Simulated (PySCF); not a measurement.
# CH6BInTe (SMILES BC[Te][InH2]) at 6 levels

Wanted: a comparison of 6 runs (HF/3-21G, HF/def2-SVP, PBE0/def2-SVP, PBE/def2-TZVP, TPSS/def2-TZVP, CCSD/3-21G) of CH6BInTe. 

The results are computed with PySCF 2.14.0.

**1. The molecule**

CH6BInTe has 10 atoms, charge 0, and is taken as a singlet. SMILES: `BC[Te][InH2]`. The shape comes from GFN2-xTB, which is rough for such elements, and wasn't checked as a minimum. This is one conformer, not always the lowest.

Bond lengths: B1–C2 1.532 Å, C2–Te3 2.208 Å, Te3–In4 2.727 Å, B1–H5 1.169 Å, B1–H6 1.194 Å, C2–H7 1.090 Å, C2–H8 1.082 Å, In4–H9 1.727 Å, In4–H10 1.743 Å. Some angles: B1–C2–Te3 83.8°, C2–Te3–In4 83.4°, B1–C2–H7 119.8°, B1–C2–H8 120.5°, Te3–C2–H7 108.5°, Te3–C2–H8 108.2°, C2–B1–H5 121.5°, C2–B1–H6 118.5°, Te3–In4–H9 116.6°, Te3–In4–H10 127.2°.

**2. Energy and gradient at HF/3-21G (run 1)**

job.py

```python
# BC[Te][InH2]
from pyscf import gto, scf

system = gto.Mole()
system.atom = [
    ('B', (-0.092210, 0.850980, 1.114240)),
    ('C', (-1.070300, 0.908300, -0.063260)),
    ('Te', (-1.384210, -1.227070, 0.404500)),
    ('In', (1.024730, -1.530740, -0.837110)),
    ('H', (-0.426520, 1.123810, 2.200860)),
    ('H', (1.063360, 0.657030, 0.886150)),
    ('H', (-0.689070, 0.987090, -1.081400)),
    ('H', (-2.018950, 1.419650, 0.034550)),
    ('H', (1.425940, -0.360070, -2.042070)),
    ('H', (2.167230, -2.828990, -0.616460)),
]
system.basis = '3-21g'
system.max_memory = 1860
system.verbose = 3
system.spin = 0
system.build()

mf = scf.RHF(system)
mf.conv_tol = 1e-10
mf.kernel()
if not mf.converged:
    mf = mf.newton().run(mf.mo_coeff, mf.mo_occ)

etot = mf.e_tot
print('E(%s) = %.9f' % ('HF', etot))
grad = mf.nuc_grad_method().kernel()
dip = mf.dip_moment()
pop, q = mf.mulliken_pop()
```

The run is started by

```
$ OMP_NUM_THREADS=1 python job.py
```

Standard output:

```text
converged SCF energy = -12363.0989324363
[... 9 lines left out ...]
Dipole moment(X, Y, Z, Debye):  0.37198, -0.38114, -1.30632
[... 103 lines left out ...]
charge of    9H =     -0.20908
```

Wall time 13 s (1 thread of Intel Xeon at 2.70GHz, shared host); peak memory 0.19 GiB.

**3. Energy and gradient at HF/def2-SVP (core potential) (run 2)**

run.py

```python
import pyscf.grad
from pyscf import gto, scf

mol = gto.M(
    atom=[
    ('B', (-0.092210, 0.850980, 1.114240)),
    ('C', (-1.070300, 0.908300, -0.063260)),
    ('Te', (-1.384210, -1.227070, 0.404500)),
    ('In', (1.024730, -1.530740, -0.837110)),
    ('H', (-0.426520, 1.123810, 2.200860)),
    ('H', (1.063360, 0.657030, 0.886150)),
    ('H', (-0.689070, 0.987090, -1.081400)),
    ('H', (-2.018950, 1.419650, 0.034550)),
    ('H', (1.425940, -0.360070, -2.042070)),
    ('H', (2.167230, -2.828990, -0.616460)),
],
    ecp={'Te': 'def2-svp', 'In': 'def2-svp'},
    spin=0,
    charge=0,
    verbose=4,
    max_memory=1860,
    basis='def2-svp',
)

mf = scf.RHF(mol)
mf.conv_tol = 1e-10
mf.kernel()
if not mf.converged:
    mf = mf.newton().run(mf.mo_coeff, mf.mo_occ)

energy = mf.e_tot
print(f'total energy: {energy:.8f} hartree')
grad = mf.Gradients().kernel()
mf.analyze()
```

The run is started by

```
$ OMP_NUM_THREADS=1 python run.py
```

Standard output:

```text
PySCF version 2.14.0

[... 103 lines left out ...]
MO #10  energy= -3.65781312223192  occ= 2
[... 19 lines left out ...]
MO #30  energy= -0.363709719343456 occ= 2
[... 19 lines left out ...]
MO #50  energy= 0.448031753953384  occ= 0
[... 19 lines left out ...]
MO #70  energy= 0.965059611292424  occ= 0
[... 19 lines left out ...]
MO #90  energy= 2.09275301171778   occ= 0
[... 19 lines left out ...]
MO #110 energy= 61.6584323872641   occ= 0
[... 123 lines left out ...]
Dipole moment(X, Y, Z, Debye): -0.15627, -0.24911, -1.09417
```

Run time: 23 s. Hardware: 1 thread of Intel Xeon at 2.70GHz, shared host; peak memory 0.26 GiB.

**4. Energy and forces at PBE0/def2-SVP (core potential) (run 3)**

input.py

```python
import pyscf.grad
from pyscf import gto, dft

mol = gto.M(
    atom='''
B   -0.092210   0.850980   1.114240
C   -1.070300   0.908300  -0.063260
Te  -1.384210  -1.227070   0.404500
In   1.024730  -1.530740  -0.837110
H   -0.426520   1.123810   2.200860
H    1.063360   0.657030   0.886150
H   -0.689070   0.987090  -1.081400
H   -2.018950   1.419650   0.034550
H    1.425940  -0.360070  -2.042070
H    2.167230  -2.828990  -0.616460
''',
    spin=0,
    verbose=4,
    charge=0,
    ecp={'Te': 'def2-svp', 'In': 'def2-svp'},
    max_memory=1860,
    basis='def2-svp',
)

mf = dft.RKS(mol)
mf.xc = 'pbe0'
mf.conv_tol = 1e-10
mf.grids.level = 5
mf.kernel()
if not mf.converged:
    mf = mf.newton().run(mf.mo_coeff, mf.mo_occ)

e_final = mf.e_tot
print('E(%s) = %.9f' % ('PBE0', e_final))
grad = mf.Gradients().kernel()
mf.analyze()
```

The run is started by

```
$ OMP_NUM_THREADS=1 python input.py
```

Standard output:

```text
PySCF version 2.14.0

[... 121 lines left out ...]
MO #10  energy= -3.1226889787859   occ= 2
[... 19 lines left out ...]
MO #30  energy= -0.286028915252386 occ= 2
[... 19 lines left out ...]
MO #50  energy= 0.299732584095972  occ= 0
[... 19 lines left out ...]
MO #70  energy= 0.749699854503538  occ= 0
[... 19 lines left out ...]
MO #90  energy= 1.8271149106388    occ= 0
[... 19 lines left out ...]
MO #110 energy= 61.1433179028323   occ= 0
[... 123 lines left out ...]
Dipole moment(X, Y, Z, Debye): -0.53936, -0.68422, -1.18092
```

Run time: 79 s. Hardware: 1 thread of Intel Xeon at 2.70GHz, shared host; peak memory 1.1 GiB.

Runs 4 to 5 aren't shown in full; the table further down has their settings and results.

**5. The energy at CCSD/3-21G (run 6)**

mol.xyz

```xyz
10
CH6BInTe
B     -0.092210     0.850980     1.114240
C     -1.070300     0.908300    -0.063260
Te    -1.384210    -1.227070     0.404500
In     1.024730    -1.530740    -0.837110
H     -0.426520     1.123810     2.200860
H      1.063360     0.657030     0.886150
H     -0.689070     0.987090    -1.081400
H     -2.018950     1.419650     0.034550
H      1.425940    -0.360070    -2.042070
H      2.167230    -2.828990    -0.616460
```

job.py

```python
from pyscf import gto, scf, cc

mol = gto.M(
    atom='mol.xyz',
    spin=0,
    basis='3-21g',
    verbose=3,
    max_memory=1860,
    charge=0,
)

calc0 = scf.RHF(mol)
calc0.conv_tol = 1e-10
calc0.kernel()
if not calc0.converged:
    calc0 = calc0.newton().run(calc0.mo_coeff, calc0.mo_occ)

mycc = cc.CCSD(calc0, frozen=38)
mycc.kernel()
e_final = mycc.e_tot
print(f'total energy: {e_final:.8f} hartree')
calc0.analyze()
```

The run is started by

```
$ OMP_NUM_THREADS=1 python job.py
```

Standard output:

```text
converged SCF energy = -12363.0989324363
[... 14 lines left out ...]
MO #12  energy= -30.7126147480056  occ= 2
[... 15 lines left out ...]
MO #28  energy= -17.5173845834303  occ= 2
[... 15 lines left out ...]
MO #44  energy= -1.12860314163324  occ= 2
[... 15 lines left out ...]
MO #60  energy= 0.0313139846285717 occ= 0
[... 15 lines left out ...]
MO #76  energy= 0.520518852166693  occ= 0
[... 15 lines left out ...]
MO #92  energy= 1.98385334899142   occ= 0
[... 11 lines left out ...]
Dipole moment(X, Y, Z, Debye):  0.37198, -0.38114, -1.30632
```

Wall time 6.6 s (1 thread of Intel Xeon at 2.70GHz, shared host); peak memory 0.28 GiB.

**6. Overview of the runs**

```csv
run,level,core potential,integration grid,energy (Eh),dipole moment (D) of the reference,HOMO energy (eV),LUMO energy (eV),wall time
1,HF/3-21G,–,–,-12363.098932,1.41,-8.88,0.85,13 s
2,HF/def2-SVP (core potential),def2-svp,–,-522.183115,1.13,-8.86,0.96,23 s
3,PBE0/def2-SVP (core potential),def2-svp,5,-524.574316,1.47,-6.85,-1.66,79 s
4,PBE/def2-TZVP (core potential),def2-svp,5,-524.630886,1.47,-5.95,-2.41,3.1 min
5,TPSS/def2-TZVP (core potential),def2-svp,5,-524.593359,1.37,-6.00,-2.25,4 min
6,CCSD/3-21G,–,–,-12363.373731,1.41,-8.88,0.85,6.6 s
```

**7. Outcome**

```
                                           quantity            value
                                run 6: total energy  -12363.37373 Eh
        run 6: dipole moment (Hartree–Fock density)           1.41 D
         run 6: HOMO energy (Hartree–Fock orbitals)         -8.88 eV
         run 6: LUMO energy (Hartree–Fock orbitals)          0.85 eV
       run 6: HOMO–LUMO gap (Hartree–Fock orbitals)          9.73 eV
run 6: correlation energy (38 core orbitals frozen)       -274.8 mEh
                               run 6: T1 diagnostic            0.011
```

What this shows: Over runs 1, 2, 3, 4, 5 the dipole moment (its size) runs from 1.13 D (HF/def2-SVP) to 1.47 D (PBE/def2-TZVP). The two ends differ in method and basis. Over runs 1, 2, 3, 4, 5 the HOMO–LUMO gap runs from 3.53 eV (PBE/def2-TZVP) to 9.82 eV (HF/def2-SVP). Totals of different functionals can't be ranked against each other. Some runs of one species differ in core potentials or relativity; totals across that change don't compare. In runs 1, 6 relativity is left out where basis or elements ask for it. All runs together took 9.1 min, the longest 4 min.
